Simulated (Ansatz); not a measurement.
**BFH₂OSiZn: how energies converge with the basis set**

The task here is to estimate one member of a computed series from the others.

Method: one geometry, several basis sets; program: Ansatz 0.2.0, Gaussian basis.

Levels to be run: PBE0-D4/def2-SVP; ωB97M-V/def2-SVP; PBE0-D4/def2-QZVPP; ωB97M-V/def2-QZVPP; the functionals' def2-TZVPP values are taken from earlier runs.

### The relaxed structure

All runs share one geometry, relaxed beforehand with PBE0-D4 in a triple-zeta def2 set.

SMILES `F[B]1O[SiH2][Zn]1`, 7 atoms, charge 0, spin multiplicity 1.

Atoms are counted from 1 here; the program's logs count them from 0.

Bond lengths: F1–B2 1.315 Å, B2–O3 1.353 Å, B2–Zn5 2.128 Å, O3–Si4 1.729 Å, Si4–Zn5 2.420 Å, Si4–H6 1.490 Å, Si4–H7 1.490 Å. Angles: F1–B2–O3 121.8°, F1–B2–Zn5 147.5°, O3–B2–Zn5 90.7°, B2–O3–Si4 123.1°, O3–Si4–Zn5 73.2°, O3–Si4–H6 105.3°, O3–Si4–H7 105.3°, Zn5–Si4–H6 125.7°, Zn5–Si4–H7 125.7°, H6–Si4–H7 107.4°, B2–Zn5–Si4 73.0°.

Coordinates:

```mol
BFH2OSiZn
  3D, bonds by distance, orders not assigned

  7  7  0  0  0  0  0  0  0  0999 V2000
    0.2437   -2.2714    1.5140 F   0  0
    0.4735   -1.2455    0.7240 B   0  0
   -0.4978   -0.3579    0.4067 O   0  0
   -0.2344    1.0015   -0.6281 Si  0  0
    1.8753   -0.1737   -0.4646 Zn  0  0
   -0.6321    2.1907    0.1762 H   0  0
   -1.2283    0.8563   -1.7282 H   0  0
  1  2  8  0
  2  3  8  0
  3  4  8  0
  4  5  8  0
  4  6  8  0
  4  7  8  0
  2  5  8  0
M  END
```

The first run:

in.yaml reads:

```yaml
crystal:
  periodic: [false, false, false]
  atoms:
    - {symbol: F, position_ang: [0.243722, -2.271397, 1.514020]}
    - {symbol: B, position_ang: [0.473525, -1.245527, 0.724014]}
    - {symbol: O, position_ang: [-0.497768, -0.357913, 0.406716]}
    - {symbol: Si, position_ang: [-0.234355, 1.001491, -0.628121]}
    - {symbol: Zn, position_ang: [1.875298, -0.173651, -0.464570]}
    - {symbol: H, position_ang: [-0.632110, 2.190690, 0.176153]}
    - {symbol: H, position_ang: [-1.228311, 0.856297, -1.728223]}
basis:
  gaussian: {orbitals: def2-SVP}
hamiltonian: {xc: pbe0, dispersion: d4}
output: {orbitals: {seedname: orbitals}}
```

Started as:

```
ansatz run in.yaml --threads 4 --pin off --events-out ev --progress --plain --max-ram 10444MiB
```

Steps of the session up to this table: PBE0-D4 in def2-SVP; ωB97M-V in def2-SVP; PBE0-D4 in def2-QZVPP; ωB97M-V in def2-QZVPP.

One of the session's tables, all rows but one given; the rest of the session is left out.

It belongs to the step «Functionals by basis». 

| functional | basis | HOMO (eV) | LUMO (eV) |
| --- | --- | --- | --- |
| PBE0-D4 | def2-SVP | -5.99 | -2.10 |
| PBE0-D4 | def2-TZVPP | ? | ? |
| PBE0-D4 | def2-QZVPP | -6.16 | -2.36 |
| ωB97M-V | def2-SVP | -7.90 | -0.39 |
| ωB97M-V | def2-TZVPP | -8.10 | -0.72 |
| ωB97M-V | def2-QZVPP | -8.12 | -0.80 |

Q: Estimate the row for PBE0-D4, def2-TZVPP from the others.

**Answer.** HOMO (eV): -6.15; LUMO (eV): -2.34. In the column «HOMO (eV)» it lies between PBE0-D4, def2-QZVPP (-6.16) and PBE0-D4, def2-SVP (-5.99).
